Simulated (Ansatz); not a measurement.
# C3H3BFNO: molecular dynamics

Aim: follow the molecule's vibrations and see whether its bonds hold. The start is relaxed first. Runs: 485 steps of 0.5 fs at constant energy, with velocities drawn for 300 K. SMILES of the start: BC(=N)C1=C(F)O1.

Method: RKS B3LYP-D4/STO-3G, in Ansatz 0.2.0.

## (1) The structure to begin with

Bond lengths: B1–C2 1.496 Å, C2–N3 1.282 Å, C2–C4 1.511 Å, C4–C5 1.315 Å, C5–F6 1.348 Å, C4–O7 1.351 Å, C5–O7 1.350 Å, B1–H8 1.215 Å, B1–H9 1.155 Å, N3–H10 1.087 Å. Angles: B1–C2–N3 119.4°, B1–C2–C4 119.5°, N3–C2–C4 121.1°, C2–B1–H8 121.4°, C2–B1–H9 124.8°, H8–B1–H9 113.7°, C2–N3–H10 121.5°, C2–C4–C5 150.6°, C2–C4–O7 147.9°, C5–C4–O7 60.8°, C4–C5–F6 148.2°, C4–C5–O7 60.9°, F6–C5–O7 150.7°, C4–O7–C5 58.3°.

As a file:

```xyz
10

B    -1.3551    1.2225   -0.4467
C    -0.4299    0.3328    0.3215
N    -0.5219    0.2809    1.5995
C     0.6266   -0.4552   -0.4165
C     1.5700   -1.3708   -0.4324
F     2.4158   -2.1564    0.2634
O     1.1373   -0.8537   -1.6017
H    -2.1596    1.9365    0.1179
H    -1.3514    1.3440   -1.5956
H     0.1512   -0.3318    2.1934
```

## (2) Relaxing the start

File input.yaml:

```yaml
crystal:
  periodic: [false, false, false]
  atoms:
    - { symbol: B, position_ang: [-1.3551, 1.2225, -0.4467] }
    - { symbol: C, position_ang: [-0.4299, 0.3328, 0.3215] }
    - { symbol: "N", position_ang: [-0.5219, 0.2809, 1.5995] }
    - { symbol: C, position_ang: [0.6266, -0.4552, -0.4165] }
    - { symbol: C, position_ang: [1.57, -1.3708, -0.4324] }
    - { symbol: F, position_ang: [2.4158, -2.1564, 0.2634] }
    - { symbol: O, position_ang: [1.1373, -0.8537, -1.6017] }
    - { symbol: H, position_ang: [-2.1596, 1.9365, 0.1179] }
    - { symbol: H, position_ang: [-1.3514, 1.344, -1.5956] }
    - { symbol: H, position_ang: [0.1512, -0.3318, 2.1934] }
basis:
  gaussian: { orbitals: STO-3G }
hamiltonian:
  xc: b3lyp
  dispersion: d4
relax:
  f_tol: 0.02
  max_steps: 40
output:
  orbitals: {}
```

Run with:

```sh
$ ansatz run input.yaml --threads 1 --pin off --max-ram 2048MiB --backend cpu --events-out ev --progress --plain --runs-dir out
```

The log of the run, cut to the lines that bear on the results:

```text
Warning: RAYON_NUM_THREADS=1 ignored (pool sized by the plan → 1); use --threads N
[...]
Functional definition: B3LYP
[...]
588 factors; integrals over basis functions are off by at most 1.6e-5 eV
[...]
mean field -9947.18880064 eV, -365.5524459768 hartree, gradient 2.0e-5 eV, S^2 0.000000; 0 other end points of the search recorded, 0 dependent functions left out
[...]
reference -9947.18896856 eV, -365.5524521479 hartree; 25, 25 occupied and 13, 13 virtual orbitals, 588 factors
relax step   1: F+E_penalty+E_count = -9947.51969645 eV  Δ(F+E_penalty+E_count) = +0.000e0 eV  max|allowed force component| = 1.656e1 eV/Å  Δτ_max = 0.0000 Å  (29 SCF iters, accepted)
[...]
relax step   4: F+E_penalty+E_count = -9949.76012200 eV  Δ(F+E_penalty+E_count) = -1.381e-1 eV  max|allowed force component| = 8.075e-1 eV/Å  Δτ_max = 0.1198 Å  (32 SCF iters, accepted)
[...]
relax step   7: F+E_penalty+E_count = -9949.82930778 eV  Δ(F+E_penalty+E_count) = -2.529e-3 eV  max|allowed force component| = 3.513e-1 eV/Å  Δτ_max = 0.0344 Å  (31 SCF iters, accepted)
[...]
relax step  10: F+E_penalty+E_count = -9949.83849750 eV  Δ(F+E_penalty+E_count) = -1.873e-3 eV  max|allowed force component| = 5.126e-2 eV/Å  Δτ_max = 0.0301 Å  (33 SCF iters, accepted)
[...]
relax step  11: F+E_penalty+E_count = -9949.83863701 eV  Δ(F+E_penalty+E_count) = -1.395e-4 eV  max|allowed force component| = 2.978e-2 eV/Å  Δτ_max = 0.0103 Å  (34 SCF iters, accepted)
[...]
relax step  12: F+E_penalty+E_count = -9949.83872195 eV  Δ(F+E_penalty+E_count) = -8.494e-5 eV  max|allowed force component| = 1.603e-2 eV/Å  Δτ_max = 0.0032 Å  (25 SCF iters, accepted)
588 factors; integrals over basis functions are off by at most 1.6e-5 eV
[...]
mean field -9949.51450852 eV, -365.6379141650 hartree, gradient 2.0e-5 eV, S^2 0.000000; 1 other end points of the search recorded, 0 dependent functions left out
[...]
reference -9949.51468158 eV, -365.6379205249 hartree; 25, 25 occupied and 13, 13 virtual orbitals, 588 factors
Total energy: -9949.83889502 eV, -365.6498351488 hartree
Atom 0 at    -1.347920     1.241616    -0.471579 Å, force    -0.000597     0.000254     0.000588 eV/Å
Atom 1 at    -0.434980     0.347040     0.417533 Å, force    -0.003438     0.003511    -0.000770 eV/Å
Atom 2 at    -0.630873     0.390038     1.765949 Å, force     0.002161    -0.002311     0.001607 eV/Å
Atom 3 at     0.573823    -0.486302    -0.200162 Å, force     0.000544    -0.000248    -0.006180 eV/Å
Atom 4 at     1.566199    -1.345871    -0.403271 Å, force     0.011263    -0.008004    -0.016029 eV/Å
Atom 5 at     2.504260    -2.214219    -0.015090 Å, force     0.001137    -0.001935     0.007753 eV/Å
Atom 6 at     1.140280    -0.844303    -1.689845 Å, force    -0.007555     0.005357     0.014568 eV/Å
Atom 7 at    -2.161282     1.910725     0.043574 Å, force     0.000608    -0.000316     0.000599 eV/Å
Atom 8 at    -1.221928     1.244318    -1.638145 Å, force    -0.001372     0.001216    -0.001970 eV/Å
Atom 9 at     0.095421    -0.294243     2.193836 Å, force    -0.002750     0.002476    -0.000165 eV/Å
Dipole moment:     0.448241    -0.396063    -0.008815 e Å
```

It took 44 s on 1 thread of Arm Neoverse V1, shared host; peak memory 0.17 GiB.

Step by step:

| step | energy from step 1 (eV) | largest force component (eV/Å) |
| --- | --- | --- |
| 1 | 0.0000 | 16.5576 |
| 2 | -1.9058 | 4.4807 |
| 3 | -2.1023 | 1.4486 |
| 4 | -2.2404 | 0.8075 |
| 5 | -2.2883 | 0.7496 |
| 6 | -2.3071 | 0.4111 |
| 7 | -2.3096 | 0.3513 |
| 8 | -2.3151 | 0.1520 |
| 9 | -2.3169 | 0.1063 |
| 10 | -2.3188 | 0.0513 |
| 11 | -2.3189 | 0.0298 |
| 12 | -2.3190 | 0.0160 |

Step 1 is the start.

After: Bond lengths: B1–C2 1.557 Å, C2–N3 1.363 Å, C2–C4 1.447 Å, C4–C5 1.329 Å, C5–F6 1.336 Å, C4–O7 1.633 Å, C5–O7 1.445 Å, B1–H8 1.172 Å, B1–H9 1.173 Å, N3–H10 1.086 Å. Angles: B1–C2–N3 117.5°, B1–C2–C4 119.7°, N3–C2–C4 122.7°, C2–B1–H8 118.9°, C2–B1–H9 120.4°, H8–B1–H9 120.7°, C2–N3–H10 105.9°, C2–C4–C5 163.5°, C2–C4–O7 139.2°, C5–C4–O7 57.3°, C4–C5–F6 154.2°, C4–C5–O7 72.0°, F6–C5–O7 133.7°, C4–O7–C5 50.7°.

## (3) Dynamics

485 steps of 0.5 fs at constant energy, with velocities drawn for 300 K, from the relaxed start.

File input.yaml:

```yaml
crystal:
  periodic: [false, false, false]
  atoms:
    - { symbol: B, position_ang: [-1.34792, 1.241616, -0.471579] }
    - { symbol: C, position_ang: [-0.43498, 0.34704, 0.417533] }
    - { symbol: "N", position_ang: [-0.630873, 0.390038, 1.765949] }
    - { symbol: C, position_ang: [0.573823, -0.486302, -0.200162] }
    - { symbol: C, position_ang: [1.566199, -1.345871, -0.403271] }
    - { symbol: F, position_ang: [2.50426, -2.214219, -0.01509] }
    - { symbol: O, position_ang: [1.14028, -0.844303, -1.689845] }
    - { symbol: H, position_ang: [-2.161282, 1.910725, 0.043574] }
    - { symbol: H, position_ang: [-1.221928, 1.244318, -1.638145] }
    - { symbol: H, position_ang: [0.095421, -0.294243, 2.193836] }
basis:
  gaussian: { orbitals: STO-3G }
hamiltonian:
  xc: b3lyp
  dispersion: d4
md:
  timestep: 0.5
  n_steps: 485
  ensemble: nve
  temperature: 300.0
  initial_velocities: maxwell_boltzmann
  seed: 177225
```

Run with:

```sh
$ ansatz run input.yaml --threads 1 --pin off --max-ram 2048MiB --backend cpu --events-out ev --progress --plain --runs-dir out
```

The log of the run, cut to the lines that bear on the results:

```text
Warning: RAYON_NUM_THREADS=1 ignored (pool sized by the plan → 1); use --threads N
[...]
Functional definition: B3LYP
[...]
587 factors; integrals over basis functions are off by at most 1.5e-5 eV
[...]
mean field -9949.51449874 eV, -365.6379138055 hartree, gradient 4.6e-5 eV, S^2 0.000000; 0 other end points of the search recorded, 0 dependent functions left out
[...]
reference -9949.51466924 eV, -365.6379200712 hartree; 25, 25 occupied and 13, 13 virtual orbitals, 587 factors
md step     0: t =     0.00 fs  T =   300.0 K  F+E_penalty+E_count = -9949.83871215 eV  E_kin = 0.310224 eV  conserved = -9949.52848816 eV  (29 SCF iters)
[...]
md step    18: t =     9.00 fs  T =   127.5 K  F+E_penalty+E_count = -9949.65927175 eV  E_kin = 0.131877 eV  conserved = -9949.52739453 eV  (35 SCF iters, 3 dispersion substeps)
[...]
md step    36: t =    18.00 fs  T =    96.2 K  F+E_penalty+E_count = -9949.62638317 eV  E_kin = 0.099511 eV  conserved = -9949.52687265 eV  (27 SCF iters, 3 dispersion substeps)
[...]
md step    54: t =    27.00 fs  T =   134.1 K  F+E_penalty+E_count = -9949.66613204 eV  E_kin = 0.138721 eV  conserved = -9949.52741109 eV  (36 SCF iters, 3 dispersion substeps)
[...]
md step    70: t =    35.00 fs  T =   136.5 K  F+E_penalty+E_count = -9949.66835595 eV  E_kin = 0.141138 eV  conserved = -9949.52721770 eV  (35 SCF iters, 3 dispersion substeps)
md step    71: t =    35.50 fs  T =   134.6 K  F+E_penalty+E_count = -9949.66649049 eV  E_kin = 0.139223 eV  conserved = -9949.52726798 eV  (30 SCF iters, 3 dispersion substeps)
```

## (4) The output, continued: dynamics from the start

The log, continued, cut to the lines that bear on the results:

```text
md step    72: t =    36.00 fs  T =   135.5 K  F+E_penalty+E_count = -9949.66754356 eV  E_kin = 0.140162 eV  conserved = -9949.52738182 eV  (35 SCF iters, 3 dispersion substeps)
[...]
md step    95: t =    47.50 fs  T =   196.2 K  F+E_penalty+E_count = -9949.73060692 eV  E_kin = 0.202874 eV  conserved = -9949.52773267 eV  (35 SCF iters, 3 dispersion substeps)
[...]
md step   118: t =    59.00 fs  T =   106.4 K  F+E_penalty+E_count = -9949.63783942 eV  E_kin = 0.109983 eV  conserved = -9949.52785642 eV  (35 SCF iters, 3 dispersion substeps)
[...]
md step   141: t =    70.50 fs  T =   127.5 K  F+E_penalty+E_count = -9949.65888876 eV  E_kin = 0.131836 eV  conserved = -9949.52705235 eV  (35 SCF iters, 3 dispersion substeps)
[...]
md step   163: t =    81.50 fs  T =   101.1 K  F+E_penalty+E_count = -9949.63120663 eV  E_kin = 0.104543 eV  conserved = -9949.52666314 eV  (35 SCF iters, 3 dispersion substeps)
md step   164: t =    82.00 fs  T =    97.2 K  F+E_penalty+E_count = -9949.62726043 eV  E_kin = 0.100551 eV  conserved = -9949.52670961 eV  (35 SCF iters, 3 dispersion substeps)
```

## (5) More of the same log: dynamics from the start

The log, continued, cut to the lines that bear on the results:

```text
md step   165: t =    82.50 fs  T =   104.7 K  F+E_penalty+E_count = -9949.63524479 eV  E_kin = 0.108253 eV  conserved = -9949.52699151 eV  (35 SCF iters, 3 dispersion substeps)
[...]
md step   183: t =    91.50 fs  T =   132.4 K  F+E_penalty+E_count = -9949.66400789 eV  E_kin = 0.136930 eV  conserved = -9949.52707837 eV  (35 SCF iters, 3 dispersion substeps)
[...]
md step   201: t =   100.50 fs  T =   149.0 K  F+E_penalty+E_count = -9949.68168322 eV  E_kin = 0.154039 eV  conserved = -9949.52764444 eV  (34 SCF iters, 3 dispersion substeps)
[...]
md step   219: t =   109.50 fs  T =   116.9 K  F+E_penalty+E_count = -9949.64825428 eV  E_kin = 0.120921 eV  conserved = -9949.52733323 eV  (35 SCF iters, 3 dispersion substeps)
[...]
Atom 0 at    -1.318879     1.227878    -0.487224 Å, force    -1.655681     1.218700     0.876419 eV/Å
Atom 1 at    -0.426728     0.377046     0.417293 Å, force     1.008151    -0.888097     0.673934 eV/Å
Atom 2 at    -0.632729     0.371211     1.771623 Å, force    -0.056315    -0.261829    -0.034299 eV/Å
Atom 3 at     0.589309    -0.463735    -0.209934 Å, force    -0.191431    -0.031050    -0.003108 eV/Å
Atom 4 at     1.555917    -1.357143    -0.382829 Å, force     0.334627    -0.048332    -0.847750 eV/Å
Atom 5 at     2.522406    -2.221932    -0.006270 Å, force    -0.636798     0.505610    -0.161223 eV/Å
Atom 6 at     1.099268    -0.829292    -1.702323 Å, force     0.317234    -0.385587     1.067570 eV/Å
Atom 7 at    -2.144449     1.952780     0.023938 Å, force     0.846130    -0.602371    -0.447364 eV/Å
Atom 8 at    -1.298902     1.136374    -1.638124 Å, force     0.219975    -0.071339    -0.599647 eV/Å
Atom 9 at     0.018517    -0.404430     2.209894 Å, force    -0.185894     0.564295    -0.524532 eV/Å
Dipole moment:     0.438753    -0.402464     0.026956 e Å
```

Wall time 21 min (1 thread of Arm Neoverse V1, shared host); peak memory 0.1 GiB.

## (6) What the atoms did

The trajectory, every 19 steps (energies from step 0):

| time (fs) | T (K) | potential energy change (meV/atom) | total energy change (meV/atom) |
| --- | --- | --- | --- |
| 0.0 | 300 | 0.0 | 0.00 |
| 9.5 | 147 | 15.8 | 0.07 |
| 19.0 | 119 | 18.8 | 0.13 |
| 28.5 | 123 | 18.5 | 0.14 |
| 38.0 | 138 | 16.9 | 0.10 |
| 47.5 | 196 | 10.8 | 0.08 |
| 57.0 | 102 | 20.6 | 0.13 |
| 66.5 | 100 | 20.8 | 0.17 |
| 76.0 | 202 | 10.3 | 0.13 |
| 85.5 | 148 | 15.8 | 0.09 |
| 95.0 | 160 | 14.5 | 0.08 |
| 104.5 | 115 | 19.3 | 0.11 |
| 114.0 | 102 | 20.6 | 0.14 |
| 123.5 | 184 | 12.0 | 0.09 |
| 133.0 | 147 | 15.8 | 0.05 |
| 142.5 | 181 | 12.4 | 0.04 |
| 152.0 | 178 | 12.7 | 0.09 |
| 161.5 | 128 | 17.9 | 0.13 |
| 171.0 | 180 | 12.5 | 0.11 |
| 180.5 | 103 | 20.5 | 0.10 |
| 190.0 | 128 | 17.9 | 0.12 |
| 199.5 | 136 | 17.2 | 0.17 |
| 209.0 | 129 | 17.9 | 0.15 |
| 218.5 | 179 | 12.6 | 0.09 |
| 228.0 | 196 | 10.7 | 0.03 |
| 237.5 | 148 | 15.8 | 0.07 |
| 242.5 | 187 | 11.7 | 0.10 |

time (fs), T (K) and a bar:
```
      0.0        300 ##############################
     10.5        167 #########
     21.0        169 #########
     31.5        171 #########
     42.0        192 #############
     52.5        182 ###########
     63.5        151 ######
     74.0        239 ####################
     84.5        155 #######
     95.0        160 ########
    105.5        126 ##
    116.0        142 #####
    126.5        168 #########
    137.0        114 
    147.5        140 ####
    158.0        130 ###
    168.5        167 #########
    179.0        117 #
    190.0        128 ##
    200.5        152 ######
    211.0        136 ####
    221.5        156 #######
    232.0        121 #
    242.5        187 ############
```

Maxima of the velocity power spectrum (cm⁻¹, relative height; resolution about 280 cm⁻¹): 410 (97), 690 (100), 1000 (51), 1510 (79), 2060 (9), 3130 (69), 3370 (41).

## (7) Snapshots as a file

Extended XYZ, with forces in eV/Å:

```xyz
10
time_fs=30.5 T=158 dE=0.1472
B    -1.362    1.195   -0.482   -1.231    0.762    0.804
C    -0.449    0.314    0.410    0.111    0.031    0.994
N    -0.604    0.407    1.784   -0.620    0.665   -1.430
C     0.580   -0.472   -0.239    0.391   -0.129    0.792
C     1.616   -1.299   -0.405    0.021   -0.779    0.265
F     2.478   -2.269    0.013   -0.741    1.107   -0.549
O     1.124   -0.794   -1.698    0.440   -0.253   -0.236
H    -2.277    1.812    0.005    0.766   -0.599   -0.231
H    -1.180    1.338   -1.619    0.257   -0.155   -0.432
H     0.197   -0.125    2.247    0.606   -0.650    0.023
10
time_fs=60.5 T=66 dE=0.2433
B    -1.418    1.162   -0.505   -0.661    0.256    2.541
C    -0.401    0.384    0.434   -0.938    0.413   -1.486
N    -0.597    0.407    1.771   -0.606    0.627    0.110
C     0.608   -0.434   -0.152    0.000    0.060   -0.440
C     1.493   -1.375   -0.432    1.526   -0.828    1.396
F     2.451   -2.225   -0.036   -0.176   -0.268    0.037
O     1.236   -0.827   -1.672   -0.732    0.732   -1.258
H    -2.329    1.677    0.105    0.720   -0.333   -0.801
H    -1.338    1.224   -1.645    0.206   -0.033   -0.942
H     0.188   -0.208    2.127    0.660   -0.626    0.843
10
time_fs=91.0 T=145 dE=0.1612
B    -1.437    1.150   -0.467   -0.662    0.439    0.838
C    -0.447    0.354    0.395    1.229   -0.632    1.611
N    -0.608    0.444    1.774   -1.181    0.792   -1.990
C     0.641   -0.432   -0.227   -0.619    0.227    0.740
C     1.628   -1.315   -0.379   -0.219   -0.226   -0.574
F     2.456   -2.320   -0.015   -0.470    0.789   -0.180
O     1.168   -0.763   -1.690    0.487   -0.400    0.367
H    -2.239    1.799    0.116    0.227   -0.153   -0.337
H    -1.429    1.093   -1.617    0.056   -0.007   -0.725
H     0.102   -0.178    2.242    1.153   -0.830    0.249
10
time_fs=121.0 T=210 dE=0.0937
B    -1.410    1.119   -0.482    0.194   -0.311   -1.003
C    -0.437    0.339    0.430    0.184    0.295   -0.316
N    -0.592    0.443    1.774   -0.822    0.371   -0.372
C     0.623   -0.434   -0.178   -0.199    0.083   -0.431
C     1.587   -1.310   -0.396   -0.134    0.028   -0.763
F     2.418   -2.277   -0.031    0.441   -0.332    0.215
O     1.206   -0.774   -1.696   -0.097   -0.019    0.969
H    -2.204    1.794    0.021   -0.392    0.345    0.077
H    -1.333    0.979   -1.667   -0.142    0.217    0.665
H     0.152   -0.205    2.143    0.967   -0.677    0.957
10
time_fs=151.5 T=161 dE=0.1446
B    -1.412    1.130   -0.491    0.751   -0.289   -1.970
C    -0.414    0.393    0.429    0.058   -0.480   -0.548
N    -0.583    0.427    1.762   -0.735    0.673    0.776
C     0.597   -0.460   -0.145    0.459   -0.185   -1.229
C     1.522   -1.380   -0.410   -0.117    0.827   -0.356
F     2.450   -2.255   -0.036    0.195   -0.447    0.143
O     1.212   -0.762   -1.679   -0.248   -0.164    0.927
H    -2.336    1.651   -0.064   -0.723    0.488    0.477
H    -1.232    1.106   -1.692   -0.188    0.069    1.185
H     0.192   -0.193    2.142    0.548   -0.491    0.594
10
time_fs=182.0 T=86 dE=0.2222
B    -1.401    1.186   -0.444    0.944   -0.564   -2.060
C    -0.468    0.314    0.405    0.370   -0.162    1.535
N    -0.625    0.460    1.764   -0.362    0.472   -0.527
C     0.580   -0.475   -0.214    1.245   -0.801   -0.151
C     1.631   -1.311   -0.381   -0.845    0.022   -0.616
F     2.490   -2.312   -0.024   -0.901    1.280   -0.338
O     1.154   -0.771   -1.696    0.436   -0.421    1.158
H    -2.265    1.785   -0.010   -0.861    0.538    0.607
H    -1.145    1.236   -1.614   -0.344    0.143    0.659
H     0.190   -0.012    2.288    0.318   -0.508   -0.266
10
time_fs=212.0 T=157 dE=0.1485
B    -1.374    1.210   -0.479    0.153   -0.335    0.586
C    -0.417    0.354    0.429   -1.149    0.978   -1.217
N    -0.630    0.417    1.750    0.024   -0.066    1.494
C     0.579   -0.467   -0.124    1.225   -0.940   -1.517
C     1.528   -1.352   -0.421    0.641   -0.251    0.426
F     2.483   -2.221   -0.047   -0.212    0.018    0.046
O     1.197   -0.846   -1.686   -0.547    0.369    0.240
H    -2.232    1.784    0.087    0.071    0.065   -0.301
H    -1.227    1.214   -1.637   -0.093    0.150   -0.195
H     0.132   -0.240    2.155   -0.112    0.012    0.438
10
time_fs=242.5 T=187 dE=0.1175
B    -1.319    1.228   -0.487   -1.656    1.219    0.876
C    -0.427    0.377    0.417    1.008   -0.888    0.674
N    -0.633    0.371    1.772   -0.056   -0.262   -0.034
C     0.589   -0.464   -0.210   -0.191   -0.031   -0.003
C     1.556   -1.357   -0.383    0.335   -0.048   -0.848
F     2.522   -2.222   -0.006   -0.637    0.506   -0.161
O     1.099   -0.829   -1.702    0.317   -0.386    1.068
H    -2.144    1.953    0.024    0.846   -0.602   -0.447
H    -1.299    1.136   -1.638    0.220   -0.071   -0.600
H     0.018   -0.404    2.210   -0.186    0.564   -0.524
```

## (8) Outcome

| quantity | value |
| --- | --- |
| relaxation of the start | 11 moves, 2.319 eV lower |
| length | 485 steps of 0.5 fs |
| temperature, first and last step | 300 and 187 K |
| temperature, second half | mean 150 K, from 68 to 222 K |
| potential energy, second half | +16 meV/atom from the start |
| largest change of the total energy | 0.19 meV/atom |
| bonds formed or broken | 0 |

In words: The temperature starts at 300 K and averages 150 K in the second half, where it ranges from 68 to 222 K. About half is expected from a start at a minimum: kinetic energy passes into potential energy until both shares match. The total energy strays from its start by at most 0.19 meV/atom, 1.2 % of the mean kinetic energy, so a step of 0.5 fs is short enough over this time. The bonding pattern survives the run. Averages from a run of 242 fs with 10 atoms are rough. The nuclei move classically, without zero-point motion, which matters most for hydrogen. The basis is very small, so the numbers are rough.
